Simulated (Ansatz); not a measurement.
# Si2TeH6: up Jacob's ladder to CCSD(T)

An exercise on one series of results from a longer session: the logs are not shown, and one member is left open.

Computed with Ansatz 0.2.0, Gaussian basis. Level: functionals in def2-TZVPP, the program's frozen cores in correlated methods.

Plan: LDA (SPW92), PBE-D4, revPBE-D4, BLYP-D4, r2SCAN-D4, B97M-V, PBE0-D4, B3LYP-D4, r2SCANh-D4, r2SCAN0-D4, HSE06-D4, BHLYP-D4, CAM-B3LYP-D4, LC-ωPBE, ωB97X-V, ωB97M-V, B2PLYP, PBE-QIDH; CCSD(T)/def2-SVP; CCSD(T)/def2-TZVPP; MP2/def2-QZVPP; extrapolation to the limit; RPA on PBE.

## The geometry

The geometry comes from an earlier relaxation with PBE0-D4 in a triple-zeta def2 set; it is a stationary point, not always the lowest conformer. Te takes the def2 core potential; no spin-orbit term is included.

SMILES `[SiH3][SiH2][TeH]`, 9 atoms, charge 0, spin multiplicity 1.

Atoms are counted from 1 here; the program's logs count them from 0.

Bond lengths: Si1–Si2 2.337 Å, Si1–H4 1.487 Å, Si1–H5 1.487 Å, Si1–H6 1.487 Å, Si2–Te3 2.500 Å, Si2–H7 1.487 Å, Si2–H8 1.487 Å, Te3–H9 1.658 Å. Angles: Si2–Si1–H4 110.0°, Si2–Si1–H5 109.8°, Si2–Si1–H6 109.8°, H4–Si1–H5 109.1°, H4–Si1–H6 109.1°, H5–Si1–H6 109.0°, Si1–Si2–Te3 106.5°, Si1–Si2–H7 110.7°, Si1–Si2–H8 110.6°, Te3–Si2–H7 110.4°, Te3–Si2–H8 110.4°, H7–Si2–H8 108.3°, Si2–Te3–H9 92.2°.

Geometry (Å):

```
Si   -0.7175    1.0268   -1.0134
Si    0.1646   -0.8015    0.1449
Te    1.3644    0.1273    2.1317
H    -1.4557    0.5596   -2.2171
H     0.3829    1.9316   -1.4384
H    -1.6497    1.7786   -0.1325
H    -0.9208   -1.7210    0.5789
H     1.1059   -1.5642   -0.7178
H     1.8144   -1.3834    2.6466
```

Set-up of the first run:

Input file in.yaml:

```yaml
crystal:
  periodic: [false, false, false]
  atoms:
    - {symbol: Si, position_ang: [-0.717518, 1.026836, -1.013446]}
    - {symbol: Si, position_ang: [0.164634, -0.801544, 0.144900]}
    - {symbol: Te, position_ang: [1.364372, 0.127310, 2.131675]}
    - {symbol: H, position_ang: [-1.455707, 0.559591, -2.217116]}
    - {symbol: H, position_ang: [0.382914, 1.931578, -1.438397]}
    - {symbol: H, position_ang: [-1.649681, 1.778566, -0.132477]}
    - {symbol: H, position_ang: [-0.920816, -1.721012, 0.578885]}
    - {symbol: H, position_ang: [1.105872, -1.564244, -0.717837]}
    - {symbol: H, position_ang: [1.814429, -1.383380, 2.646612]}
basis:
  gaussian: {orbitals: def2-TZVPP}
hamiltonian: {xc: lda}
output: {orbitals: {seedname: orbitals}}
```

The run is started by

```bash
$ ansatz run in.yaml --threads 2 --pin off --events-out ev --progress --plain --max-ram 4352MiB
```

Among the steps run: LDA; PBE-D4 (GGA); revPBE-D4 (GGA); BLYP-D4 (GGA); r2SCAN-D4 (meta-GGA); B97M-V (meta-GGA); B3LYP-D4 (hybrid); r2SCANh-D4 (hybrid); r2SCAN0-D4 (hybrid); HSE06-D4 (hybrid); BHLYP-D4 (hybrid); CAM-B3LYP-D4 (range-separated); LC-ωPBE (range-separated); ωB97X-V (range-separated); ωB97M-V (range-separated); B2PLYP (double hybrid); PBE-QIDH (double hybrid).

One table of the session follows, with a row left open; its other results are not shown here.

It belongs to the step «Frontier levels by functional». 

```
  functional  HOMO (eV)  gap (eV)
 LDA (SPW92)      -5.64      3.86
      PBE-D4      -5.52      3.92
   revPBE-D4      -5.47      3.95
     BLYP-D4      -5.34      3.85
   r2SCAN-D4      -5.76      4.40
      B97M-V      -5.80      4.30
     PBE0-D4      -6.54      5.73
    B3LYP-D4      -6.32      5.30
  r2SCANh-D4      -6.14      5.05
  r2SCAN0-D4      -6.70      6.03
    HSE06-D4      -6.15      4.97
    BHLYP-D4      -7.40      7.43
CAM-B3LYP-D4      -7.74      7.92
     LC-ωPBE      -9.05     10.31
     ωB97X-V          ?         ?
     ωB97M-V      -8.62      9.53
```

Q: Estimate the row for ωB97X-V from the others.

**Answer.** HOMO (eV): -8.73; gap (eV): 9.88. In the column «HOMO (eV)» it lies between LC-ωPBE (-9.05) and ωB97M-V (-8.62).
